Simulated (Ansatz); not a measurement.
Working through a rigid scan of one bond length of CH₆AsGeN, SMILES C=[N][GeH2][AsH2]

Program: Ansatz's Python interface.

Notebook, run cell by cell (the value of a cell's last expression is shown):

```python
import ansatz as az
import numpy as np
```

```python
BASIS = 'def2-SVP'
FUNCTIONAL = 'r2scan0'
```

```python
geometry_ang = [
    ('C', (-1.2059, 1.0881, 0.7594)),
    ('N', (-1.3028, 0.2533, -0.2099)),
    ('Ge', (-0.1301, -1.1731, -0.3723)),
    ('As', (2.103, -0.3514, -0.6802)),
    ('H', (-0.4345, 0.9818, 1.5164)),
    ('H', (-1.9051, 1.9137, 0.8291)),
    ('H', (-0.1918, -2.0432, 0.9089)),
    ('H', (-0.5321, -2.03, -1.5997)),
    ('H', (1.6189, 0.7402, -1.6897)),
    ('H', (1.9804, 0.6206, 0.5381)),
]
system = az.Crystal.molecule()
for symbol, xyz in geometry_ang:
    system = system.atom(symbol, xyz)
```

```python
symbols = [site.symbol for site in system.cartesian_sites]
start = np.array([site.position_ang for site in system.cartesian_sites])
axis = (start[7] - start[2]) / np.linalg.norm(start[7] - start[2])
moving = [7]
lengths, energies = [1.364, 1.426, 1.488, 1.55, 1.612, 1.674, 1.736, 1.829], []
for length in lengths:
    xyz = start.copy()
    xyz[moving] += (length - np.linalg.norm(start[7] - start[2])) * axis
    point = az.Crystal.molecule()
    for symbol, place in zip(symbols, xyz):
        point = point.atom(symbol, place.tolist())
    base = point.calculation()
    base = base.basis(gaussian=BASIS).functional(FUNCTIONAL)
    r = base.run(threads=1, backend='cpu').report
    energies.append(r['free_energy_ev'])
    print(f'r = {length:6.3f} A  E = {energies[-1]:.5f} eV  <S^2> = {abs(r["mean_field"]["state"]["spin_squared"]):.3f}')
```

    r =  1.364 A  E = -119963.68275 eV  <S^2> = 0.000
    r =  1.426 A  E = -119963.87974 eV  <S^2> = 0.000
    r =  1.488 A  E = -119963.97012 eV  <S^2> = 0.000
    r =  1.550 A  E = -119963.97847 eV  <S^2> = 0.000
    r =  1.612 A  E = -119963.92416 eV  <S^2> = 0.000
    r =  1.674 A  E = -119963.82243 eV  <S^2> = 0.000
    r =  1.736 A  E = -119963.68533 eV  <S^2> = 0.000
    r =  1.829 A  E = -119963.43351 eV  <S^2> = 0.000

```python
# quartic fit about the minimum
fit = np.polynomial.Polynomial.fit(lengths, np.array(energies) - min(energies), 4).convert()
roots = [r.real for r in fit.deriv().roots() if abs(r.imag) < 1e-9 and fit.deriv(2)(r.real) > 0]
r_e = min(roots, key=lambda r: abs(r - lengths[int(np.argmin(energies))]))
print(f'minimum of the fit at {r_e:.4f} A, force constant {fit.deriv(2)(r_e):.2f} eV/A^2')
```

    minimum of the fit at 1.5256 A, force constant 18.21 eV/A^2

Total energies depend on the basis set; only differences at equal settings carry meaning. The rest of the molecule is held rigid at a force-field or estimated start geometry, and the basis set is modest; single-reference methods fail as a bond breaks. The orbitals are restricted, so S² is zero by construction. Timing: 99 s on 1 thread of Arm Neoverse V1, on a shared host, peak memory 0.4 GiB.
